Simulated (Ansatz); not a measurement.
# CH₃GeNS: how energies converge with the basis set

The task here is to estimate one member of a computed series from the others.

Computed with Ansatz 0.2.0, Gaussian basis. Level: one geometry, several basis sets.

Plan: PBE0-D4/def2-SVP; ωB97M-V/def2-SVP; PBE0-D4/def2-QZVPP; ωB97M-V/def2-QZVPP; the functionals' def2-TZVPP values are taken from earlier runs.

## Structure used throughout

All runs share one geometry, relaxed beforehand with PBE0-D4 in a triple-zeta def2 set.

SMILES `S=C=[N][GeH3]`, 7 atoms, charge 0, spin multiplicity 1.

Atoms are counted from 1 here; the program's logs count them from 0.

Bond lengths: S1–C2 1.573 Å, C2–N3 1.187 Å, N3–Ge4 1.830 Å, Ge4–H5 1.532 Å, Ge4–H6 1.529 Å, Ge4–H7 1.532 Å. Angles: S1–C2–N3 178.1°, C2–N3–Ge4 158.7°, N3–Ge4–H5 107.1°, N3–Ge4–H6 106.1°, N3–Ge4–H7 106.9°, H5–Ge4–H6 112.1°, H5–Ge4–H7 112.1°, H6–Ge4–H7 112.0°.

The first run:

The input, in.yaml:

```yaml
crystal:
  periodic: [false, false, false]
  atoms:
    - {symbol: S, position_ang: [0.457323, -3.159306, 1.117534]}
    - {symbol: C, position_ang: [0.206781, -1.646752, 0.764553]}
    - {symbol: N, position_ang: [0.009370, -0.498807, 0.537124]}
    - {symbol: Ge, position_ang: [-0.140634, 1.045474, -0.432710]}
    - {symbol: H, position_ang: [-1.023282, 0.733308, -1.645419]}
    - {symbol: H, position_ang: [-0.787076, 2.070532, 0.499984]}
    - {symbol: H, position_ang: [1.277498, 1.455560, -0.841066]}
basis:
  gaussian: {orbitals: def2-SVP}
hamiltonian: {xc: pbe0, dispersion: d4}
output: {orbitals: {seedname: orbitals}}
```

Started as:

```bash
$ ansatz run in.yaml --threads 2 --pin off --events-out ev --progress --plain --max-ram 32768MiB --backend cpu
```

Among the steps run: PBE0-D4 in def2-SVP; ωB97M-V in def2-SVP; PBE0-D4 in def2-QZVPP; ωB97M-V in def2-QZVPP.

One of the session's tables, all rows but one given; the rest of the session is left out.

It belongs to the step «Density functionals: the series». 

```
functional       basis  HOMO (eV)  LUMO (eV)
   PBE0-D4    def2-SVP          ?          ?
   PBE0-D4  def2-TZVPP      -7.22      -0.45
   PBE0-D4  def2-QZVPP      -7.24      -0.55
   ωB97M-V    def2-SVP      -9.10       1.90
   ωB97M-V  def2-TZVPP      -9.25       1.57
   ωB97M-V  def2-QZVPP      -9.28       1.14
```

Q: Estimate the row for PBE0-D4, def2-SVP from the others.

As computed: HOMO (eV): -7.13; LUMO (eV): -0.22. In the column «HOMO (eV)» it is the highest.
